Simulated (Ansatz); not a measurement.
**GaPNH (triplet): from Hartree-Fock to the top rungs, cc-pVDZ**

How much of the correlation energy of GaPNH (triplet) does each wave-function method recover here?

Computed with Ansatz 0.2.0, Gaussian basis. Level: cc-pVDZ, core rule «outside noble gas», up to 20 orbitals frozen.

The runs, in order: UHF; CCSD(T) on ROHF; CCSD(T) on UHF; BCCD(T) on ROHF; CISD as a restricted active space (open shells left free, so some higher excitations enter); CCSDT(Q) on ROHF; CCSDT(Q) on UHF.

35 further runs of the same task are left out: 8 for a known fault of the program, 9 that didn't finish, 18 set aside as unsound or not needed. Runs told in other sessions of the task aren't counted.

## 1. What is computed

The geometry is a PBE0/def2-TZVP stationary point (not a proven minimum). No spin-orbit coupling is included. The filled d shell of Ga may be among the frozen orbitals whatever the setting's name suggests.

4 atoms, charge 0, spin multiplicity 3.

Atoms are counted from 1 here; the program's logs count them from 0.

Bond lengths: Ga1–N3 1.927 Å, P2–N3 1.679 Å, N3–H4 1.015 Å. Angles: Ga1–N3–P2 122.2°, Ga1–N3–H4 121.1°, P2–N3–H4 116.7°.

Geometry (Å):

```
Ga    0.0000    0.0681    1.0743
P     0.0000    0.2248   -2.0808
N     0.0000   -0.7121   -0.6875
H     0.0000   -1.7192   -0.8155
```

## 2. UHF

in.yaml reads:

```yaml
crystal:
  periodic: [false, false, false]
  atoms:
    - {symbol: Ga, position_ang: [0.000000, 0.068058, 1.074262]}
    - {symbol: P, position_ang: [0.000000, 0.224776, -2.080757]}
    - {symbol: N, position_ang: [0.000000, -0.712125, -0.687525]}
    - {symbol: H, position_ang: [0.000000, -1.719206, -0.815467]}
basis:
  gaussian: {orbitals: cc-pVDZ}
magnetization: {spin_polarized: true, initial_magnetization: 2}
hamiltonian: {xc: hf}
output: {orbitals: {seedname: orbitals}}
```

Run with:

```
$ ansatz run in.yaml --threads 1 --pin off --events-out ev --progress --plain --max-ram 2393MiB
```

Further steps of the session: CCSD(T) on ROHF; CCSD(T) on UHF; BCCD(T) on ROHF; CISD as a restricted active space (open shells left free, so some higher excitations enter); CCSDT(Q) on ROHF; CCSDT(Q) on UHF.

Q: Predict the results of all the runs planned. Wanted: UCCSDT(Q) from the RHF energy; RMP2 from UCCSDT(Q); UMP2 from UCCSDT(Q); RCCSD from UCCSDT(Q); RCCSD(T) from UCCSDT(Q); UCCSD(T) from UCCSDT(Q); RCCSDT(Q) from UCCSDT(Q); T1 diagnostic.

**Answer**, as computed:

| quantity | value |
| --- | --- |
| UCCSDT(Q) from the ROHF energy | -9.3056 eV |
| RMP2 from UCCSDT(Q) | +1160.8 meV |
| UMP2 from UCCSDT(Q) | +1208.4 meV |
| RCCSD from UCCSDT(Q) | +350.3 meV |
| RCCSD(T) from UCCSDT(Q) | +53.8 meV |
| UCCSD(T) from UCCSDT(Q) | +54.4 meV |
| RCCSDT(Q) from UCCSDT(Q) | +3.1 meV |
| levels within 1 kcal/mol (43 meV) | RCCSDT, UCCSDT, RCCSDT(Q) |
| T1 diagnostic | 0.025 |

In words: RCCSD(T) lands +53.8 meV from the yardstick (0.6 % of the correlation energy). These misses are within one basis, not against nature; the frozen cores of restricted and unrestricted runs differ, which can shift their rows.
